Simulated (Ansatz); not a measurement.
# C₈H₄Ti: vertical ionisation energy

How much energy removes an electron from C₈H₄Ti at fixed geometry? The cation is run at each level and the neutral's energy taken from earlier runs.

Computed with Ansatz 0.2.0, Gaussian basis. Level: unrestricted cation, the program's frozen cores in correlated methods.

Levels to be run: UKS PBE-D4/def2-TZVPP; UKS r2SCAN-D4/def2-TZVPP; UKS PBE0-D4/def2-TZVPP; UKS B3LYP-D4/def2-TZVPP; UKS wB97X-V/def2-TZVPP; UKS wB97M-V/def2-TZVPP; UKS B2PLYP/def2-TZVPP; UHF-CCSD(T)/def2-TZVPP; UHF-MP2/def2-QZVPP; extrapolation to the limit; then −ε(HOMO) from the neutral's earlier runs with LDA (SPW92), PBE-D4, revPBE-D4, BLYP-D4, r2SCAN-D4, B97M-V, PBE0-D4, B3LYP-D4, r2SCANh-D4, r2SCAN0-D4, HSE06-D4, BHLYP-D4, CAM-B3LYP-D4, LC-ωPBE, ωB97X-V, ωB97M-V.

## 1. Structure used throughout

All runs share one geometry, relaxed beforehand with PBE0-D4 in a triple-zeta def2 set.

SMILES `C#[C][Ti]([C]#C)([C]#C)[C]#C`, 13 atoms, charge 0, spin multiplicity 1.

Atoms are counted from 1 here; the program's logs count them from 0.

Bond lengths: C1–C2 1.216 Å, C1–H10 1.067 Å, C2–Ti3 2.009 Å, Ti3–C4 2.009 Å, Ti3–C6 2.009 Å, Ti3–C8 2.009 Å, C4–C5 1.216 Å, C5–H11 1.067 Å, C6–C7 1.216 Å, C7–H12 1.067 Å, C8–C9 1.216 Å, C9–H13 1.067 Å. Angles: C2–C1–H10 180.0°, C1–C2–Ti3 180.0°, C2–Ti3–C4 109.5°, C2–Ti3–C6 109.5°, C2–Ti3–C8 109.5°, C4–Ti3–C6 109.5°, C4–Ti3–C8 109.5°, C6–Ti3–C8 109.5°, Ti3–C4–C5 179.9°, C4–C5–H11 180.0°, Ti3–C6–C7 180.0°, C6–C7–H12 180.0°, Ti3–C8–C9 180.0°, C8–C9–H13 180.0°.

## 2. Cation, UKS PBE-D4/def2-TZVPP

File in.yaml:

```yaml
crystal:
  periodic: [false, false, false]
  atoms:
    - {symbol: C, position_ang: [3.009290, 0.442370, -1.076880]}
    - {symbol: C, position_ang: [1.875160, 0.274476, -0.670515]}
    - {symbol: Ti, position_ang: [0.002159, -0.002673, 0.000893]}
    - {symbol: C, position_ang: [-1.058055, -1.017460, -1.370939]}
    - {symbol: C, position_ang: [-1.700967, -1.631923, -2.200802]}
    - {symbol: C, position_ang: [-0.861935, 1.780831, 0.329788]}
    - {symbol: C, position_ang: [-1.385255, 2.860661, 0.528965]}
    - {symbol: C, position_ang: [0.053013, -1.048426, 1.715416]}
    - {symbol: C, position_ang: [0.082825, -1.681797, 2.753455]}
    - {symbol: H, position_ang: [4.004409, 0.589712, -1.433451]}
    - {symbol: H, position_ang: [-2.264992, -2.171084, -2.929020]}
    - {symbol: H, position_ang: [-1.844426, 3.808151, 0.703721]}
    - {symbol: H, position_ang: [0.109075, -2.237536, 3.664269]}
basis:
  gaussian: {orbitals: def2-TZVPP}
total_charge: 1
magnetization: {spin_polarized: true, initial_magnetization: 1}
hamiltonian: {xc: pbe, dispersion: d4}
```

Run with:

```console
$ ansatz run in.yaml --threads 2 --pin off --events-out ev --progress --plain --max-ram 22528MiB --backend cuda --devices 0, --max-vram 18GiB
```

Further steps of the session: Cation, UKS r2SCAN-D4/def2-TZVPP; Cation, UKS PBE0-D4/def2-TZVPP; Cation, UKS B3LYP-D4/def2-TZVPP; Cation, UKS wB97X-V/def2-TZVPP; Cation, UKS wB97M-V/def2-TZVPP; Cation, UKS B2PLYP (frozen core)/def2-TZVPP; Cation, UHF-CCSD(T)/def2-TZVPP; Cation, UHF-MP2/def2-QZVPP.

Before running them: what should the planned runs give, taken together? Wanted: ionisation energy, CCSD(T)/CBS; nearest functional by difference; nearest −ε(HOMO); −ε(HOMO) of PBE; T1 of the cation.

As calculated:

| quantity | value |
| --- | --- |
| ionisation energy, CCSD(T)/CBS | 10.48 eV |
| nearest functional by difference | ωB97X-V (-0.22 eV) |
| nearest −ε(HOMO) | ωB97X-V (-0.02 eV) |
| −ε(HOMO) of PBE | 7.01 eV |
| T1 of the cation | 0.041 |

**Reading.** Energy differences with functionals land within 1.24 eV of the reference. The PBE orbital energy is 3.5 eV too small: a semilocal HOMO is no ionisation energy. Among orbital estimates ωB97X-V comes nearest. Hartree-Fock falls 1.45 eV short, as the neutral has more correlation energy than the cation. The cation's T1 (from the report) is 0.041, near the customary mark of 0.045 for open shells, so the coupled-cluster value is less safe. Correlated methods include outer-core shells of Ti, which these sets cover unevenly. In point group Td the highest level is often degenerate; the cation then breaks the symmetry, and the runs may pick different components.
